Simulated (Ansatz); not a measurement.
# CdSn2: one candidate structure

Where does CdSn2 go from the start given, fluorite type (Fm-3m, No. 225)?

Program: Ansatz 0.2.0. Level of theory: DFT PBE, scalar-relativistic, plane waves, PAW. These are calculated values, not measurements.

### Step 1. The structure to begin with

Symmetry: Fm-3m, No. 225, cubic system. Conventional cell: a = 6.656 Å, b = 6.656 Å, c = 6.656 Å, α = 90.00°, β = 90.00°, γ = 90.00°. Cd (site symmetry m-3m) is surrounded by 8 Sn at 2.88 Å. Sn (site symmetry -43m) is surrounded by 4 Cd at 2.88 Å.

As a file:

```cif
data_structure
_symmetry_space_group_name_H-M 'Fm-3m'
_symmetry_Int_Tables_number 225
_cell_length_a 6.6558
_cell_length_b 6.6558
_cell_length_c 6.6558
_cell_angle_alpha 90.000
_cell_angle_beta 90.000
_cell_angle_gamma 90.000
_cell_volume 294.85
loop_
_atom_site_label
_atom_site_type_symbol
_atom_site_symmetry_multiplicity
_atom_site_Wyckoff_symbol
_atom_site_fract_x
_atom_site_fract_y
_atom_site_fract_z
_atom_site_occupancy
Cd1 Cd 4 a 0.00000 0.00000 0.00000 1
Sn1 Sn 8 c 0.25000 0.75000 0.75000 1
```

This is candidate A: fluorite type (Fm-3m, No. 225).

### Step 2. A first look at the start (candidate A)

Input file input.yaml:

```yaml
crystal:
  lattice:
    - [0.0, 3.3278839995, 3.3278839995]
    - [3.3278839995, 0.0, 3.3278839995]
    - [3.3278839995, 3.3278839995, 0.0]
  atoms:
    - { symbol: Cd, position: [0.0, 0.0, 0.0] }
    - { symbol: Sn, position: [0.25, 0.25, 0.25] }
    - { symbol: Sn, position: [0.75, 0.75, 0.75] }
basis:
  ecutwfc: 420
kpoints:
  mp_grid: { grid: [6, 6, 6] }
hamiltonian:
  xc: pbe
scf:
  occupations: { method: gaussian, width: 0.1 }
  lower_state_search: "off"
output:
  forces: true
  stress: true
  eigenvalues: true
```

On the command line:

```console
> ansatz run input.yaml --threads 1 --pin off --max-ram 2560MiB --backend cpu --events-out ev --progress --plain --runs-dir out
```

What it wrote:

```text
[... 31 lines left out ...]
SCF 1 converged in 6 iterations: F = -20302.132228 eV  dr2 = 1.47e-8
SCF converged after 6 iterations
Free energy (F): -20302.132228 eV
Harris-Foulkes:  -20302.132228 eV  (|F-HF|=6.73e-9)
Internal energy: -20302.118901 eV  (E = F + TS)
E sigma→0 (E₀):  -20302.125565 eV
Entropy (-TS):   -0.013327 eV (-4.442 meV/atom)
Fermi energy:    12.682694 eV
--- Per-component energies (eV) ---
  E_band       = -567.086785
  E_kinetic    = 882.784216
  E_local      = -5230.808401  (includes V_loc(G=0)·N_el)
  E_nonlocal   = -33.342753
  E_hartree    = 2738.364899
  E_xc         = -945.745150
  E_vxc        = -418.801930  (∫ρ·V_xc dr)
  E_paw        = -12351.659500  (= ΣΔE_a)
  E_vpaw       = -1243.639082  (= ΣTr[D̂ρ^β])
  E_aug_tail   = 0.000012  (compensation charges beyond the density's cutoff)
  E_ewald      = -5361.712225
  E_smearing   = -0.013327  (= −TS)
  E_closure    = 0.000000  (closes the sum)
  Σ components = -20302.132228   (vs F -20302.132228, Δ=0.00e0)
--- Forces (eV/Å), atoms counted from 1 ---
  atom   1  Cd     0.00000000    -0.00000000     0.00000000
  atom   2  Sn    -0.00000000     0.00000000     0.00000000
  atom   3  Sn    -0.00000000     0.00000000    -0.00000000
  max |Σ_I F_I| component: 6.94e-18 eV/Å
--- Stress (GPa, compression-positive) ---
       12.087078      -0.000000       0.000000
        0.000000      12.087078       0.000000
       -0.000000      -0.000000      12.087078
  P = ⅓ Tr σ = 12.0871 GPa (120.871 kbar)
--- Band table (eV; the first three rows and the last of 16) ---
  k-point 0: bands = ["-90.9367", "-51.9873", "-51.9873", "-51.9873", "-9.2281", "-9.2281", "-9.1636", "-9.1636", "-9.1636", "-9.0552", "-9.0552", "-9.0552", "-8.9627", "-8.9627", "1.2831", "2.8696", "2.8696", "2.8696", "3.1705", "3.1705", "9.0735", "12.2085", "12.2085", "12.2085", "13.9397", "13.9397", "13.9397", "15.4462", "16.2213"]
  k-point 1: bands = ["-90.9367", "-51.9873", "-51.9873", "-51.9873", "-9.2105", "-9.2105", "-9.1585", "-9.1558", "-9.1558", "-9.0619", "-9.0619", "-9.0606", "-8.9809", "-8.9809", "1.5654", "2.8201", "2.8949", "2.8949", "3.1650", "3.1650", "8.2522", "11.4068", "11.8547", "11.8547", "13.7825", "13.9145", "13.9145", "15.9618", "16.3708"]
  k-point 2: bands = ["-90.9367", "-51.9874", "-51.9873", "-51.9873", "-9.1628", "-9.1628", "-9.1409", "-9.1347", "-9.1347", "-9.0805", "-9.0805", "-9.0788", "-9.0302", "-9.0302", "2.1894", "2.9382", "2.9382", "2.9704", "3.1624", "3.1624", "6.2292", "11.1601", "11.4327", "11.4327", "13.2878", "13.3183", "13.3183", "17.0669", "17.7832"]
  k-point 15: bands = ["-90.9367", "-51.9874", "-51.9874", "-51.9873", "-9.1888", "-9.1614", "-9.1514", "-9.1222", "-9.1042", "-9.1037", "-9.0910", "-9.0610", "-9.0487", "-8.9986", "2.5893", "2.8137", "3.0613", "3.0685", "3.1597", "4.6130", "6.0237", "6.4612", "8.4816", "11.2644", "14.5189", "14.8013", "17.7064", "18.1186", "18.8429"]
```

Run time: 2 s. Hardware: 1 thread of Arm Neoverse V2, shared host; peak memory 0.33 GiB.

The probe gives pressure 12.1 GPa, largest force 0.00 eV/Å, gap on this mesh none (metal). Stress or forces are large, so a loose relaxation on a coarse mesh comes first.

### Step 3. Coarse relaxation (candidate A)

input.yaml: that of step 2 with these lines changed.

```diff
@@ -12,3 +12,3 @@
 kpoints:
-  mp_grid: { grid: [6, 6, 6] }
+  mp_grid: { grid: [4, 4, 4] }
 hamiltonian:
@@ -22 +22,6 @@
   eigenvalues: true
+relax:
+  adjacent_minimum: "off"
+  f_tol: 0.04
+  max_steps: 70
+  cell: { stress_tol: 0.4 }
```

On the command line:

```console
> ansatz run input.yaml --threads 1 --pin off --max-ram 2560MiB --backend cpu --events-out ev --progress --plain --runs-dir out
```

What it wrote:

```text
Warning: RAYON_NUM_THREADS=1 ignored (pool sized by the plan → 1); use --threads N
Engine: ansatz 0.2.0, aarch64-unknown-linux-gnu
Pseudopotentials: kind: paw
Pseudopotential: Cd, paw, valence charge 20, recommended cutoff 420 eV (normal), Cd.paw.azcp
Pseudopotential: Sn, paw, valence charge 14, recommended cutoff 420 eV (normal), Sn.paw.azcp
Functional definition: PBE
  parameter kappa = 0.804
  parameter beta = 0.06672455060314922
  exchange = pbe_x(kappa = kappa, mu = beta*pi^2/3)
  correlation = pbe_c(beta = beta)
Crystal: 3 atoms, lattice volume = 73.711 Å³
Basis set: ecut = 420 eV, 1459 PW (Γ), exchange–correlation on 64×64×64 points (8 copies of the dense FFT grid, shifted against one another)
Bands: 29, of which v1, the nominal top of the filled ones, is band 24 counted from 1 (23 counted from 0)
Symmetry: 48 space group operations
Space group: Fm-3m (ITA 225), of the structure as read, at distance tolerance 4.2e-5 Å
k-points: 8 of 64
Non-local potential: Cd, projectors of the file, l = 0: 3, l = 1: 2, l = 2: 2, l = 3: 1
Non-local potential: Sn, projectors of the file, l = 0: 2, l = 1: 2, l = 2: 2, l = 3: 2
PAW form: soft (Blöchl's): semilocal exchange-correlation on the pseudo side does not see the compensation charge
PAW one-centre angular grid: Cd, 590 points (default); XC on 64 Gauss nodes
PAW one-centre angular grid: Sn, 590 points (default); XC on 64 Gauss nodes
Initial density: superposition of atomic densities (neutral atoms: chi_scale 0, normalization atom), corrected by the library's trained network
Initial wavefunctions: pseudopotential atomic-orbital guess
Functional: x = pbe(κ = 0.804, μ = 0.2195149727645171), c = pbe(β = 0.06672455060314922)
SCF iter   1: F=—  HF=-20302.260446 eV  |F-HF|=—  |Δ(HF+E_count)|=         —  Δρ=5.80e-4  dr2=2.11e-4  ethr=1.77e-3  ⟨swp⟩=6.5  Hψ=984  notcnv=0
preconditioner: auto → LDOS  [insulator: Δε(μ)=0.743 eV  Ē_g=17.835 eV  σ=0.100 eV  W_gap=0.68  n_scr=14 (ndim 8)  ℏωp=27.4 eV  f_vac=0.038  D(μ)=3.28/eV (n_scr^D=26)  ε∞_Penn≈3.4  β→1.0]
SCF iter   2: F=—  HF=-20302.260387 eV  |F-HF|=—  |Δ(HF+E_count)|=   5.98e-5  Δρ=2.64e-4  dr2=6.23e-5  ethr=4.40e-7  ⟨swp⟩=3.1  Hψ=560  notcnv=0
SCF iter   3: F=—  HF=-20302.260411 eV  |F-HF|=—  |Δ(HF+E_count)|=   2.42e-5  Δρ=2.03e-4  dr2=2.48e-5  ethr=1.30e-7  ⟨swp⟩=2.0  Hψ=419  notcnv=0
SCF iter   4: F=—  HF=-20302.260409 eV  |F-HF|=—  |Δ(HF+E_count)|=   1.57e-6  Δρ=3.98e-5  dr2=1.82e-6  ethr=5.17e-8  ⟨swp⟩=2.0  Hψ=417  notcnv=0
iter 5 did not close the SCF: its close was put off for the readings that it lacked (scf_convergence_deferred on its scf_iter line)
SCF iter   5: F=-20302.260410 eV  HF=-20302.260410 eV  |F-HF|=1.49e-8  |Δ(HF+E_count)|=   9.19e-7  Δρ=1.04e-5  dr2=8.94e-8  ethr=3.79e-9  ⟨swp⟩=2.0  Hψ=312  notcnv=0
SCF iter   6: F=-20302.260410 eV  HF=-20302.260410 eV  |F-HF|=3.13e-10  |Δ(HF+E_count)|=   1.87e-8  Δρ=2.31e-6  dr2=2.31e-9  ethr=1.86e-10  ⟨swp⟩=4.5  Hψ=1044  notcnv=0
SCF 1 converged in 6 iterations: F = -20302.260410 eV  dr2 = 2.31e-9
relax step   1: F+E_penalty+E_count = -20302.26041024 eV  Δ(F+E_penalty+E_count) = +0.000e0 eV  max|allowed force component| = 8.481e-18 eV/Å  Δτ_max = 0.0000 Å  P = +11.769 GPa  Ω = 73.711 Å³  (6 SCF iters, dr2 threshold 1.00e-7 eV, accepted)
Crystal: 3 atoms, lattice volume = 85.026 Å³
Basis set: ecut = 420 eV, 1687 PW (Γ), exchange–correlation on 64×64×64 points (8 copies of the dense FFT grid, shifted against one another)
Initial density: handed on by an earlier stage of this run
Initial wavefunctions: those handed on with the density
iter 1 solved again at ethr=3.93e-5 eV; its pass at ethr=3.10e-3 eV (dr2=1.89e-2 eV) is discarded
SCF iter   1: F=—  HF=-20302.680249 eV  |F-HF|=—  |Δ(HF+E_count)|=         —  Δρ=4.38e-3  dr2=1.89e-2  ethr=3.93e-5  ⟨swp⟩=1.0  Hψ=1381  notcnv=0
preconditioner: auto → LDOS  [insulator: Δε(μ)=0.558 eV  Ē_g=17.285 eV  σ=0.100 eV  W_gap=0.57  n_scr=14 (ndim 8)  ℏωp=25.5 eV  f_vac=0.064  D(μ)=2.61/eV (n_scr^D=14)  ε∞_Penn≈3.2  β→1.0]
SCF iter   2: F=—  HF=-20302.679200 eV  |F-HF|=—  |Δ(HF+E_count)|=   1.05e-3  Δρ=4.16e-3  dr2=1.03e-2  ethr=3.93e-5  ⟨swp⟩=2.0  Hψ=449  notcnv=0
SCF iter   3: F=—  HF=-20302.676437 eV  |F-HF|=—  |Δ(HF+E_count)|=   2.76e-3  Δρ=9.39e-4  dr2=8.33e-4  ethr=2.15e-5  ⟨swp⟩=2.0  Hψ=444  notcnv=0
SCF iter   4: F=—  HF=-20302.676483 eV  |F-HF|=—  |Δ(HF+E_count)|=   4.59e-5  Δρ=1.99e-4  dr2=7.02e-5  ethr=1.74e-6  ⟨swp⟩=2.1  Hψ=334  notcnv=0
SCF iter   5: F=—  HF=-20302.676515 eV  |F-HF|=—  |Δ(HF+E_count)|=   3.24e-5  Δρ=7.81e-5  dr2=7.07e-6  ethr=1.46e-7  ⟨swp⟩=3.0  Hψ=400  notcnv=0
SCF iter   6: F=—  HF=-20302.676514 eV  |F-HF|=—  |Δ(HF+E_count)|=   1.53e-6  Δρ=2.49e-5  dr2=3.74e-7  ethr=1.47e-8  ⟨swp⟩=2.0  Hψ=392  notcnv=0
SCF iter   7: F=-20302.676514 eV  HF=-20302.676514 eV  |F-HF|=4.57e-9  |Δ(HF+E_count)|=   3.14e-7  Δρ=3.66e-6  dr2=1.10e-8  ethr=6.25e-10  ⟨swp⟩=5.8  Hψ=931  notcnv=0
SCF 2 converged in 7 iterations: F = -20302.676514 eV  dr2 = 1.10e-8
relax step   2: F+E_penalty+E_count = -20302.67651385 eV  Δ(F+E_penalty+E_count) = -4.161e-1 eV  max|allowed force component| = 9.637e-17 eV/Å  Δτ_max = 0.0000 Å  P = +1.393 GPa  Ω = 85.026 Å³  energy of the carried Pulay correction = -3.121e-3 eV  (7 SCF iters, dr2 threshold 3.00e-7 eV, accepted)
Crystal: 3 atoms, lattice volume = 86.813 Å³
iter 1 solved again at ethr=6.13e-7 eV; its pass at ethr=3.10e-3 eV (dr2=2.94e-4 eV) is discarded
SCF iter   1: F=—  HF=-20302.685767 eV  |F-HF|=—  |Δ(HF+E_count)|=         —  Δρ=5.48e-4  dr2=2.95e-4  ethr=6.13e-7  ⟨swp⟩=3.0  Hψ=1325  notcnv=0
preconditioner: auto → LDOS  [insulator: Δε(μ)=0.528 eV  Ē_g=17.156 eV  σ=0.100 eV  W_gap=0.60  n_scr=14 (ndim 8)  ℏωp=25.2 eV  f_vac=0.059  D(μ)=2.66/eV (n_scr^D=14)  ε∞_Penn≈3.2  β→1.0]
SCF iter   2: F=—  HF=-20302.685758 eV  |F-HF|=—  |Δ(HF+E_count)|=   8.84e-6  Δρ=5.18e-4  dr2=1.69e-4  ethr=6.13e-7  ⟨swp⟩=2.0  Hψ=426  notcnv=0
SCF iter   3: F=—  HF=-20302.685714 eV  |F-HF|=—  |Δ(HF+E_count)|=   4.33e-5  Δρ=1.28e-4  dr2=1.62e-5  ethr=3.52e-7  ⟨swp⟩=2.0  Hψ=412  notcnv=0
SCF iter   4: F=—  HF=-20302.685715 eV  |F-HF|=—  |Δ(HF+E_count)|=   2.10e-7  Δρ=2.70e-5  dr2=1.33e-6  ethr=3.37e-8  ⟨swp⟩=2.0  Hψ=322  notcnv=0
SCF iter   5: F=-20302.685715 eV  HF=-20302.685715 eV  |F-HF|=7.95e-8  |Δ(HF+E_count)|=   5.47e-7  Δρ=1.07e-5  dr2=1.31e-7  ethr=6.25e-10  ⟨swp⟩=5.6  Hψ=932  notcnv=0
SCF 3 converged in 5 iterations: F = -20302.685715 eV  dr2 = 1.31e-7
relax step   3: F+E_penalty+E_count = -20302.68571509 eV  Δ(F+E_penalty+E_count) = -9.201e-3 eV  max|allowed force component| = 8.943e-17 eV/Å  Δτ_max = 0.0000 Å  P = +0.359 GPa  Ω = 86.813 Å³  energy of the carried Pulay correction = -3.574e-3 eV  (5 SCF iters, dr2 threshold 3.00e-7 eV, accepted)
Basis set: ecut = 420 eV, 1687 PW (Γ), exchange–correlation on 72×72×72 points (8 copies of the dense FFT grid, shifted against one another)
Initial wavefunctions: pseudopotential atomic-orbital guess (no wavefunctions were taken with the density)
iter 1 solved again at ethr=1.05e-7 eV; its pass at ethr=3.10e-3 eV (dr2=5.02e-5 eV) is discarded
SCF iter   1: F=—  HF=-20302.688125 eV  |F-HF|=—  |Δ(HF+E_count)|=         —  Δρ=1.85e-4  dr2=4.86e-6  ethr=1.05e-7  ⟨swp⟩=3.5  Hψ=1588  notcnv=0
preconditioner: auto → LDOS  [insulator: Δε(μ)=0.527 eV  Ē_g=17.149 eV  σ=0.100 eV  W_gap=0.60  n_scr=14 (ndim 8)  ℏωp=25.2 eV  f_vac=0.057  D(μ)=2.66/eV (n_scr^D=14)  ε∞_Penn≈3.2  β→1.0]
SCF iter   2: F=—  HF=-20302.688147 eV  |F-HF|=—  |Δ(HF+E_count)|=   2.19e-5  Δρ=6.88e-5  dr2=2.42e-6  ethr=1.01e-8  ⟨swp⟩=2.0  Hψ=426  notcnv=0
SCF iter   3: F=—  HF=-20302.688146 eV  |F-HF|=—  |Δ(HF+E_count)|=   1.18e-6  Δρ=2.08e-5  dr2=2.36e-7  ethr=5.04e-9  ⟨swp⟩=2.0  Hψ=426  notcnv=0
SCF iter   4: F=—  HF=-20302.688146 eV  |F-HF|=—  |Δ(HF+E_count)|=   6.09e-8  Δρ=3.14e-6  dr2=7.97e-9  ethr=4.91e-10  ⟨swp⟩=2.0  Hψ=405  notcnv=0
SCF iter   5: F=-20302.688146 eV  HF=-20302.688146 eV  |F-HF|=3.49e-10  |Δ(HF+E_count)|=   1.80e-9  Δρ=9.48e-7  dr2=1.25e-9  ethr=4.00e-12  ⟨swp⟩=5.6  Hψ=890  notcnv=0
SCF 4 converged in 5 iterations: F = -20302.688146 eV  dr2 = 1.25e-9
relax step   4: F+E_penalty+E_count = -20302.68814615 eV  Δ(F+E_penalty+E_count) = -2.431e-3 eV  max|allowed force component| = 9.406e-17 eV/Å  Δτ_max = 0.0000 Å  P = +0.343 GPa  Ω = 86.813 Å³  stress off target by 3.43e-1 GPa  SCF on the basis re-selected at this cell (its energy is not comparable with the rows above)  (5 SCF iters)
basis re-selected at this cell: Δ(F+E_penalty+E_count) = -2.431e-3 eV, ΔP = -0.015 GPa vs the last step (what re-selecting the basis moved, of the pressure what is left beyond the Pulay correction that the steps carried, after the strain that the cell walked since its last selection, with what the two solves' SCF thresholds leave and, on support functions, any second-order correction that the steps lacked; it is no measure of the basis error at this ecutwfc). The dense FFT grid was sized anew with the basis: this SCF ran on 36×36×36 points, the steps before it on 32×32×32, so part of this shift can come from that change (see relax.cell in the input reference). This SCF's stress stands 3.43e-1 GPa from its target on what of the cell is left free (relax.cell.stress_tol is 4.00e-1 GPa) and its largest allowed force component is 9.41e-17 eV/Å (relax.f_tol is 4.00e-2 eV/Å): within both
SCF converged after 5 iterations
Free energy (F): -20302.688146 eV
Harris-Foulkes:  -20302.688146 eV  (|F-HF|=3.49e-10)
Internal energy: -20302.674828 eV  (E = F + TS)
E sigma→0 (E₀):  -20302.681487 eV
Entropy (-TS):   -0.013318 eV (-4.439 meV/atom)
Fermi energy:    10.206449 eV
--- Per-component energies (eV) ---
  E_band       = -674.727030
  E_kinetic    = 875.919629
  E_local      = -5688.857798  (includes V_loc(G=0)·N_el)
  E_nonlocal   = -33.415866
  E_hartree    = 2914.935643
  E_xc         = -942.190992
  E_vxc        = -413.910094  (∫ρ·V_xc dr)
  E_paw        = -12351.910795  (= ΣΔE_a)
  E_vpaw       = -1244.336164  (= ΣTr[D̂ρ^β])
  E_aug_tail   = 0.000013  (compensation charges beyond the density's cutoff)
  E_ewald      = -5077.154662
  E_smearing   = -0.013318  (= −TS)
  E_closure    = 0.000000  (closes the sum)
  Σ components = -20302.688146   (vs F -20302.688146, Δ=0.00e0)
--- Forces (eV/Å), atoms counted from 1 ---
  atom   1  Cd     0.00000000    -0.00000000     0.00000000
  atom   2  Sn    -0.00000000     0.00000000     0.00000000
  atom   3  Sn     0.00000000    -0.00000000    -0.00000000
  max |Σ_I F_I| component: 9.25e-18 eV/Å
--- Stress (GPa, compression-positive) ---
        0.343379      -0.000000       0.000000
        0.000000       0.343379      -0.000000
        0.000000      -0.000000       0.343379
  P = ⅓ Tr σ = 0.3434 GPa (3.434 kbar)
--- Band table (eV; the first three rows and the last of 8) ---
  k-point 0: bands = ["-93.0334", "-54.0825", "-54.0825", "-54.0825", "-11.6365", "-11.6365", "-11.5993", "-11.5993", "-11.5993", "-11.5390", "-11.5390", "-11.5390", "-11.4828", "-11.4828", "-0.1001", "0.9109", "0.9109", "0.9109", "1.1076", "1.1076", "5.9128", "9.6969", "9.6969", "9.6969", "11.3716", "11.3716", "11.3716", "11.9428", "13.5866"]
  k-point 1: bands = ["-93.0334", "-54.0826", "-54.0826", "-54.0826", "-11.6142", "-11.6142", "-11.5918", "-11.5899", "-11.5899", "-11.5472", "-11.5472", "-11.5465", "-11.5056", "-11.5056", "0.3883", "0.9034", "0.9401", "0.9401", "1.1037", "1.1037", "4.7515", "8.4782", "9.2787", "9.2787", "10.6256", "11.0255", "11.0255", "13.4986", "14.2451"]
  k-point 2: bands = ["-93.0334", "-54.0826", "-54.0826", "-54.0826", "-11.5732", "-11.5687", "-11.5687", "-11.5677", "-11.5677", "-11.5653", "-11.5604", "-11.5604", "-11.5593", "-11.5593", "0.5606", "0.9627", "0.9627", "1.1070", "1.1070", "2.2751", "2.4163", "8.2255", "9.0553", "9.0553", "10.2451", "10.4473", "10.4473", "15.5457", "16.3076"]
  k-point 7: bands = ["-93.0334", "-54.0826", "-54.0826", "-54.0826", "-11.6015", "-11.6015", "-11.5894", "-11.5841", "-11.5664", "-11.5664", "-11.5530", "-11.5484", "-11.5189", "-11.5189", "0.7691", "0.7691", "1.0262", "1.0640", "1.1008", "3.0708", "3.0708", "4.7583", "6.5268", "10.2239", "10.2239", "12.7130", "13.8659", "14.8504", "15.0761"]
--- Relaxed structure (3 steps of the walk, 3 accepted, 1 SCFs on fresh bases) ---
  F+E_penalty+E_count = -20302.68814615 eV   max|allowed force component| = 9.406e-17 eV/Å   (the final SCF, on the basis selected at the relaxed cell)
  cell:  # Å, volume = 86.8128 Å³
    - [9.426438260856841e-34, 3.5144007835017756, 3.5144007835017756]
    - [3.5144007835017756, -8.662132455922502e-34, 3.5144007835017756]
    - [3.5144007835017756, 3.5144007835017756, 1.3502735887173314e-33]
  atoms:
    - { symbol: Cd, position: [7.400346527918154e-34, -1.3121285110494487e-33, -4.308789095781277e-34] }
    - { symbol: Sn, position: [0.25, 0.25, 0.25] }
    - { symbol: Sn, position: [0.7500000000000001, 0.7500000000000001, 0.7500000000000001] }
```

Run time: 5.3 s. Hardware: 1 thread of Arm Neoverse V2, shared host; peak memory 0.34 GiB.

Relaxation path:

```
step  E - E(step 1) (eV/cell)  largest force component (eV/Å)  pressure (GPa)  volume (Å³)
   1                   0.0000                          0.0000           11.77        73.71
   2                  -0.4161                          0.0000            1.39        85.03
   3                  -0.4253                          0.0000            0.36        86.81
   4                  -0.4277                          0.0000            0.34        86.81
```

Step 1 is the start. Step 4 repeats the geometry before it on a plane-wave basis chosen anew for that cell, so its energy need not be comparable with the rows above.

Lengths and angles in the start's conventional setting:

|  | before | after | change |
| --- | --- | --- | --- |
| a (Å) | 6.656 | 7.029 | +5.6 % |
| b (Å) | 6.656 | 7.029 | +5.6 % |
| c (Å) | 6.656 | 7.029 | +5.6 % |
| volume (Å³/atom) | 24.57 | 28.94 | +17.8 % |
| shortest distance (Å) | 2.882 | 3.044 | +5.6 % |
| space group (0.01 Å) | Fm-3m | Fm-3m | same |

Forces and stress were held to the start's 48 operations: a distortion of lower symmetry was not tested.

[end of part 1 of 2]
